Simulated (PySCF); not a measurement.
# NdCl4: other functionals and bases at one geometry

Aim: see how levels, charges and forces of NdCl4 depend on the level of theory. It is a constructed species; whether it can be made isn't addressed.

Program: PySCF 2.14.0. Level of theory: several levels, as the steps say, no spin–orbit coupling. These are calculated values, not measurements.

1 further run of the same task is left out (for a known fault of the program).

### 1 The starting structure

5 atoms, charge 0, spin multiplicity 1.

Bond lengths: Nd1–Cl2 2.451 Å, Nd1–Cl3 2.451 Å, Nd1–Cl4 2.451 Å, Nd1–Cl5 2.451 Å. Angles: Cl2–Nd1–Cl3 109.5°, Cl2–Nd1–Cl4 109.5°, Cl2–Nd1–Cl5 109.5°, Cl3–Nd1–Cl4 109.5°, Cl3–Nd1–Cl5 109.5°, Cl4–Nd1–Cl5 109.5°.

Geometry (Å):

```mol
Cl4Nd
  3D, bonds by distance, orders not assigned

  5  4  0  0  0  0  0  0  0  0999 V2000
   -0.0000   -0.0000   -0.0000 Nd  0  0
    1.4153    1.4153    1.4153 Cl  0  0
   -1.4153   -1.4153    1.4153 Cl  0  0
    1.4153   -1.4153   -1.4153 Cl  0  0
   -1.4153    1.4153   -1.4153 Cl  0  0
  1  2  8  0
  1  3  8  0
  1  4  8  0
  1  5  8  0
M  END
```

Formal oxidation states: Nd +4. Each metal's 2 4f electrons lie in its core potential, so multiplicities, spins and levels count the valence alone. An earlier session relaxed this geometry at PBE0, Nd lcecp-2-SVP with ECP48, Cl def2-SVP (singlet, point group Td).

At PBE0 on the finer grid: E = -1879.905445 Eh, frontier levels not given, since the 4f levels lie in the core, Mulliken charge on Nd1 +1.06 e, largest force component 0.006 eV/Å. 

Levels to run: r2SCAN; BP86; PBE0, TZVP. Hardware: 2 threads of Intel Xeon Platinum 8488C (Sapphire Rapids), shared host.

### 2 r2SCAN

Input file run.py (the lines that set the calculation):

```python
mol = gto.M(atom='''
Nd     0.00000     0.00000     0.00000
Cl     1.41531     1.41531     1.41531
Cl    -1.41531    -1.41531     1.41531
Cl     1.41531    -1.41531    -1.41531
Cl    -1.41531     1.41531    -1.41531''',
    basis={'Nd': 'lcecp-2-SVP', 'Cl': 'def2-SVP'},
    ecp={'Nd': 'lcecp-2-SVP'},
    charge=0, spin=0)
mf = dft.RKS(mol, xc='R2SCAN')
mf.grids.atom_grid = (75, 302)  # f atoms: unpruned, at least (60, 302)
mf = mf.density_fit()  # fitting sets: Nd AutoAux, Cl def2-universal-JKFIT
mf.conv_tol = 1e-08; mf.max_cycle = 55
mf.kernel(dm0)  # dm0: the density of the relaxed state
```

Launch:

```console
$ OMP_NUM_THREADS=2 python run.py
```

### 3 BP86

run.py (the lines that set the calculation), as its differences from that of step 2:

```diff
@@ -9,3 +9,3 @@
     charge=0, spin=0)
-mf = dft.RKS(mol, xc='R2SCAN')
+mf = dft.RKS(mol, xc='B88,P86')
 mf.grids.atom_grid = (75, 302)  # f atoms: unpruned, at least (60, 302)
```

### 4 PBE0, TZVP

Basis: Nd lcecp-2-TZVP with ECP48, Cl def2-TZVP. 

Input file run.py (the lines that set the calculation):

```python
mol = gto.M(atom='''
Nd     0.00000     0.00000     0.00000
Cl     1.41531     1.41531     1.41531
Cl    -1.41531    -1.41531     1.41531
Cl     1.41531    -1.41531    -1.41531
Cl    -1.41531     1.41531    -1.41531''',
    basis={'Nd': 'lcecp-2-TZVP', 'Cl': 'def2-TZVP'},
    ecp={'Nd': 'lcecp-2-TZVP'},
    charge=0, spin=0)
mf = dft.RKS(mol, xc='PBE0')
mf.grids.atom_grid = (75, 302)  # f atoms: unpruned, at least (60, 302)
mf = mf.density_fit()  # fitting sets: Nd AutoAux, Cl def2-universal-JKFIT
mf.conv_tol = 1e-08; mf.max_cycle = 55
mf.kernel(dm0)  # dm0: free metal ions and neutral atoms
```

Before running it: what results should come out? Wanted: for each run, charge on Nd1; dipole; largest force.

**Answer**, as computed:

| level | state | charge on Nd1 (e) | dipole (D) | largest force (eV/Å) | basis functions | time |
| --- | --- | --- | --- | --- | --- | --- |
| PBE0 (relaxed here) | singlet | 1.06 | 0.00 | 0.01 | 102 | 13 s |
| r2SCAN | singlet | 1.04 | 0.00 | 0.10 | 102 | 7.9 s |
| BP86 | singlet | 0.85 | 0.00 | 0.16 | 102 | 6.4 s |
| PBE0, TZVP | singlet | 1.47 | 0.00 | 0.00 | 195 | 16 s |

Times are on 2 threads of Intel Xeon Platinum 8488C (Sapphire Rapids), shared host; the first row also made further properties.

The largest leftover force, 0.16 eV/Å with BP86, stands at a geometry relaxed at another level. The Mulliken charge on Nd spans +0.85 to +1.47 e over the levels. With 4f in the core, its levels are missing from HOMO and gap. Total energies of different levels can't be compared. Spin–orbit coupling is left out throughout.
